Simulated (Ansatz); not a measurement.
# Na, space group P6_3/mmc: relaxations under a series of pressures

Computed with the Ansatz DFT code, driven from Python.

Contents of `na.vasp`:
```text
Na
1.0
   3.76700000    0.00000000    0.00000000
  -1.88350000    3.26231770    0.00000000
   0.00000000    0.00000000    6.15400000
Na
2
Direct
   0.33333333    0.66666667    0.25000000
   0.66666667    0.33333333    0.75000000
```

The cells in order, each with its output:

**Cell 1**
```python
import ansatz as az
from ase.io import read
import numpy as np
import pandas as pd
```

**Cell 2**
```python
OCCUPATIONS = "cold"
SIGMA = 0.1
XC = "lda"
KGRID = (9, 9, 5)
```

**Cell 3**
```python
def edges_and_angles(cell):
    cell = np.asarray(cell)
    a, b, c = np.linalg.norm(cell, axis=1)
    cosines = cell[1] @ cell[2] / (b * c), cell[0] @ cell[2] / (a * c), cell[0] @ cell[1] / (a * b)
    return (a, b, c, *np.degrees(np.arccos(cosines)))

atoms = read("na.vasp", format="vasp")
xtal = az.Crystal.from_ase(atoms)
```

**Cell 4**
```python
calc = (
    xtal.calculation()
    .occupations(OCCUPATIONS, width=SIGMA)
    .functional(XC)
    .kpoints(*KGRID)
)

# H = F + PV, with 1 GPa A^3 = 1/160.21766 eV
rows = []
for pressure in [0, 2, 4, 6, 8]:
    res = calc.relax(cell=True, pressure=pressure).run()
    cell = res.lattice.cell_ang
    n_atoms = len(res.lattice.sites)
    volume = abs(np.linalg.det(cell)) / n_atoms
    enthalpy = res.report["free_energy_ev"] / n_atoms + pressure * volume / 160.21766
    rows.append((pressure, volume, enthalpy, *edges_and_angles(cell)))
    print(f"{pressure} GPa done: {volume:.4f} A^3/atom")
```
Output:
```text
DeckWarning: basis.ecutwfc = 420 eV, auto-derived from the records' recommended cutoffs: set by Na (normal level)
0 GPa done: 33.2780 A^3/atom
2 GPa done: 28.3775 A^3/atom
4 GPa done: 25.5206 A^3/atom
6 GPa done: 23.5887 A^3/atom
8 GPa done: 22.1584 A^3/atom
```

**Cell 5**
```python
table = pd.DataFrame(rows, columns=["P_GPa", "V_A3_atom", "H_eV_atom", "a", "b", "c", "alpha", "beta", "gamma"])
print(table.round(4).to_string(index=False))
p, v = np.array([row[0] for row in rows], float), np.array([row[1] for row in rows])
print("mean bulk modulus between rows (GPa):", np.round(-np.diff(p) / np.diff(np.log(v)), 1))
```
Output:
```text
 P_GPa  V_A3_atom  H_eV_atom      a      b      c  alpha  beta  gamma
     0    33.2780 -1466.6159 3.5643 3.5643 6.0493   90.0  90.0  120.0
     2    28.3775 -1466.2351 3.3814 3.3814 5.7315   90.0  90.0  120.0
     4    25.5206 -1465.9004 3.2635 3.2635 5.5337   90.0  90.0  120.0
     6    23.5887 -1465.5945 3.1777 3.1777 5.3947   90.0  90.0  120.0
     8    22.1584 -1465.3093 3.1136 3.1136 5.2784   90.0  90.0  120.0
mean bulk modulus between rows (GPa): [12.6 18.8 25.4 32. ]
```

The volume falls from 33.28 Å³ an atom at 0 GPa to 22.16 at 8 GPa, by 33.4 %. Between 0 and 2 GPa, -V dP/dV is about 13 GPa, a mean over that step.

Caveats:
- Absolute energies stand on the zero of these potentials, so only differences at equal settings mean something.
- At a fixed pressure a relaxation lowers the enthalpy F + PV, while F alone can rise.
- For a metal this k-point mesh is coarse: on a finer one energies can move by several to tens of meV an atom and pressures by half a GPa or more, differences at one mesh by less.
- These metals are very soft, so angles and axial ratios aren't settled by this mesh and stress tolerance.
- This isn't the structure that Na takes at ambient conditions.
- Warnings are shown shortened and without file and line.
- Symmetry holds the cell in this phase, whether or not it is the stable one at each pressure.
- The whole script took 45 s on 1 thread of Arm Neoverse V2 (shared host), peak memory 0.47 GiB.
